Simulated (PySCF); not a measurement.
# C3H9GeN: electronic excitations

Wanted: the electronic excitations of C3H9GeN (`[NH2][GeH2][CH]1CC1`), by calculation.

Programs: PySCF 2.14.0, with density-fitted response routines of our own. Each step states its level of theory. These are calculated values for one molecule in the gas phase, unless marked as measured. Atoms count from 0, in the outputs and in this text.

## (1) The molecule as given

14 atoms, charge 0, multiplicity 1; geometry from: GFN2-xTB.

Bonds of the start (Å): N0–Ge1 1.82, Ge1–C2 1.97, C2–C3 1.50, C3–C4 1.49, C4–C2 1.50, N0–H5 1.01, N0–H6 1.01, Ge1–H7 1.50, Ge1–H8 1.50, C2–H9 1.08, C3–H10 1.08, C3–H11 1.08, C4–H12 1.08, C4–H13 1.08.

## (2) Excited states and response: CAM-B3LYP/def2-SVPD

The job: settings as JSON, then the geometry in Å.

```
{"job": {"kind": "uv", "xc": "CAM-B3LYP", "basis": "def2-SVPD", "nstates": 8, "ntriplets": 3}, "charge": 0, "multiplicity": 1}
N      2.408923    -0.909065     0.298619
Ge     1.289408     0.483337    -0.024040
C     -0.585927     0.216008     0.512448
C     -1.689729     0.852742    -0.279241
C     -1.477334    -0.619846    -0.360547
H      2.642406    -1.083430     1.266222
H      2.148251    -1.791237    -0.120804
H      1.921411     1.652488     0.676429
H      1.341751     0.685827    -1.512245
H     -0.762333     0.131933     1.579389
H     -1.420742     1.449738    -1.139120
H     -2.554061     1.222452     0.252847
H     -1.064306    -1.016514    -1.278844
H     -2.198394    -1.274906     0.106721
```

Level: TDDFT CAM-B3LYP/def2-SVPD, vertical, gas phase, core orbitals frozen in the response.

Launch:

```bash
> OMP_NUM_THREADS=1 python probes_run.py task.json out
```

This one command runs all jobs of the session in turn.

What will the session give for the following? lowest singlet (CAM-B3LYP/def2-SVPD); brightest single state of those computed; lowest triplet; surface potential, 1st and 99th percentile. Wanted: lowest singlet; brightest single state of those computed; lowest triplet; surface potential, 1st and 99th percentile.

**Answer**, as computed:

| quantity | value |
| --- | --- |
| lowest singlet (CAM-B3LYP/def2-SVPD) | 6.15 eV (201 nm), f = 0.038 |
| brightest single state of those computed | state 6, 7.98 eV, f = 0.068 |
| lowest triplet | 5.80 eV |
| surface potential, 1st and 99th percentile | -1.46 V and 1.33 V |

The lowest singlet, at 6.15 eV, is HOMO→LUMO 0.89 and is weak; of the 8 states computed, the strongest absorption comes from state 6 at 7.98 eV. The lowest triplet lies 0.36 eV below the lowest singlet (triplets in Tamm-Dancoff, singlets in full TDDFT).
